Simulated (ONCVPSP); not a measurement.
**Gd: generating and testing an ONCV potential**

Task: generate the file, and judge it by its errors in other configurations, its logarithmic derivatives, its ghosts and its cutoff.

The numbers are computed with ONCVPSP 4.0.1 (PBE, scalar-relativistic, spin-unpolarised reference atom).

2 further runs of the same task are left out: 1 that didn't finish, 1 set aside as unsound or not needed.

### Step 1. Settings

The settings as typed:

```
element                 : gadolinium (Gd, Z = 64)
type                    : optimised norm-conserving Vanderbilt (ONCV)
frozen core             : [Xe]
valence charge          : 10
reference configuration : 4f7 5d1 6s2
partial waves           : 6s: rc 2.85 bohr, ncon 4, nbas 8, qcut 1.9 1/bohr, 2 projectors, debl 2.4 Ha; p scattering state at 0.06 Ha: rc 3.10 bohr, ncon 4, nbas 7, qcut 3 1/bohr, 3 projectors, debl 0.8 Ha; 5d: rc 2.80 bohr, ncon 5, nbas 9, qcut 5.9 1/bohr, 2 projectors, debl 1.3 Ha; 4f: rc 0.70 bohr, ncon 3, nbas 6, qcut 14.6 1/bohr, local
local potential         : the f channel
core correction         : Teter function, fcfact 2, rcfact 1.65
```

The outer shells as boxes (Hund's rule for the drawing; the calculation is spin-unpolarised):

```
[Xe] core
4f [↑ ][↑ ][↑ ][↑ ][↑ ][↑ ][↑ ]
5d [↑ ][  ][  ][  ][  ]
6s [↑↓]
```

An earlier all-electron run gives the scale for the radii.

All-electron outer shells of the reference configuration (PBE, scalar-relativistic, ld1.x):

| shell | level (eV) | outermost node (bohr) | outermost maximum (bohr) |
| --- | --- | --- | --- |
| 5p | -27.26 | 0.70 | 1.35 |
| 4f | -8.70 | – | 0.56 |
| 6s | -4.13 | 1.60 | 3.37 |
| 5d | -2.53 | 0.79 | 1.95 |
| 6p | -1.33 | 1.93 | 4.55 |

### Step 2. Generation

File Gd.dat:

```
# ATOM AND REFERENCE CONFIGURATION
# atsym  z   nc   nv     iexc    psfile
  Gd 64.00   11    3        4      upf
#
#   n    l    f
    1    0    2.00
    2    0    2.00
    2    1    6.00
    3    0    2.00
    3    1    6.00
    3    2   10.00
    4    0    2.00
    4    1    6.00
    4    2   10.00
    5    0    2.00
    5    1    6.00
    4    3    7.00
    5    2    1.00
    6    0    2.00
#
# PSEUDOPOTENTIAL AND OPTIMIZATION
# lmax
    3
#
#   l,   rc,      ep,       ncon, nbas, qcut
    0    2.85    0.00    4    8    1.90
    1    3.10    0.06    4    7    3.00
    2    2.80    0.00    5    9    5.90
    3    0.70    0.00    3    6   14.60
#
# LOCAL POTENTIAL
# lloc, lpopt,  rc(5),   dvloc0
    3    5    0.70    0.00
#
# VANDERBILT-KLEINMAN-BYLANDER PROJECTORs
# l, nproj, debl
    0    2    2.40
    1    3    0.80
    2    2    1.30
    3    0    2.30
#
# MODEL CORE CHARGE
# icmod, fcfact, rcfact
    3    2.00    1.65
#
# LOG DERIVATIVE ANALYSIS
# epsh1, epsh2, depsh
   -2.00    5.00    0.02
#
# OUTPUT GRID
# rlmax, drl
    6.00    0.01
#
# TEST CONFIGURATIONS
# ncnf
    4
# nvcnf
#   n    l    f
    3
    4    3    7.00
    5    2    1.00
    6    0    1.00
#
    3
    4    3    7.00
    5    2    1.00
    6    0    0.00
#
    3
    4    3    7.00
    5    2    0.00
    6    0    0.00
#
    3
    4    3    6.00
    5    2    2.00
    6    0    2.00
#
```

Started as:

```bash
oncvpsp.x < Gd.dat > Gd.out
```

**Question.** What will these runs give? Wanted: cutoffs; bound ghosts; GHOST(+) flags; largest test error; largest phase difference near zero energy, channels read; rms error of d²Exc/dn², without and with the model core; projector energies reset by the program.

**Answer**, as computed:

| quantity | value |
| --- | --- |
| cutoffs | not determined |
| bound ghosts | s at -1109.96 eV, s at -311.29 eV, p at -442.27 eV, p at -26.63 eV and 1 more |
| GHOST(+) flags | s at 51 eV, p at 173 eV |
| largest test error (AE − PS) | -179 meV, for 4f7 5d1 6s0 (2 tests unsolved) |
| largest phase difference near zero energy, channels read | 0.011 rad |
| rms error of d²Exc/dn², without and with the model core | 14.04 and 12.97 mHa |
| projector energies reset by the program | p: 0.050, 0.850, 1.650 Ha |

In words: It has a bound ghost (s, p, d), a state that the atom doesn't have, and that rules the file out. Close by lies the frozen 5p level (-27.3 eV). The worst unpolarised test, 4f7 5d1 6s0, is off by 179 meV on 18.7 eV; by total energies transferability rates as poor. Of the tests 2 gave no usable energy difference, which is a warning in itself. Near zero energy the phases of the channels with partial waves agree within 0.011 rad. The program also flags highly localised states, GHOST(+) (s, p). All of this concerns the isolated atom, not yet a solid.
